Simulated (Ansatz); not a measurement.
# Zn2GeO3: the cost of one run

Program: Ansatz 0.2.0. Level of theory: DFT PBE, scalar-relativistic, plane waves, PAW. These are calculated values, not measurements.

### 1 The system as given

It takes space group P6/mmm (No. 191, hexagonal). The conventional cell has a = 4.659 Å, b = 4.659 Å, c = 3.908 Å, α = 90.00°, β = 90.00°, γ = 120.00°. Around Zn (site symmetry -6m2) lie 2 O at 1.95 Å. Around Ge (site symmetry 6/mmm) lie 2 O at 1.95 Å. O (site symmetry 6/mmm) is surrounded by 2 Ge at 1.95 Å. Around O (site symmetry -6m2) lie 2 Zn at 1.95 Å.

Coordinates:

```
Zn Ge O
1.0
     4.65948    0.00000    0.00000
    -2.32974    4.03522    0.00000
     0.00000    0.00000    3.90821
Zn Ge O
2 1 3
Direct
  0.33333 0.66667 0.00000
  0.66667 0.33333 0.00000
  0.00000 0.00000 0.50000
  0.00000 0.00000 0.00000
  0.33333 0.66667 0.50000
  0.66667 0.33333 0.50000
```

The cell is invented: random cell by space group and Wyckoff sites (P6/mmm, No. 191). Lengths come from tabulated atomic sizes and are only a guess.

### 2 A first look at the guess

The input, input.yaml:

```yaml
crystal:
  lattice:
    - [4.65947647, 0.0, 0.0]
    - [-2.32973824, 4.035225, 0.0]
    - [0.0, 0.0, 3.9082115]
  atoms:
    - { symbol: Zn, position: [0.33333333, 0.66666667, 0.0] }
    - { symbol: Zn, position: [0.66666667, 0.33333333, 0.0] }
    - { symbol: Ge, position: [0.0, 0.0, 0.5] }
    - { symbol: O, position: [0.0, 0.0, 0.0] }
    - { symbol: O, position: [0.33333333, 0.66666667, 0.5] }
    - { symbol: O, position: [0.66666667, 0.33333333, 0.5] }
basis:
  ecutwfc: 420
kpoints:
  mp_grid: { grid: [6, 6, 4] }
hamiltonian:
  xc: pbe
scf:
  occupations: { method: gaussian, width: 0.1 }
  lower_state_search: "off"
output:
  forces: true
  stress: true
  eigenvalues: true
```

The run is started by

```console
$ ansatz run input.yaml --threads 1 --pin off --max-ram 2560MiB --backend cpu --events-out ev --progress --plain --runs-dir out
```

What time and memory should one allow on 1 thread of Intel Xeon Platinum 8488C (Sapphire Rapids), shared host?

About 2.5 s, with a peak of 0.42 GiB.
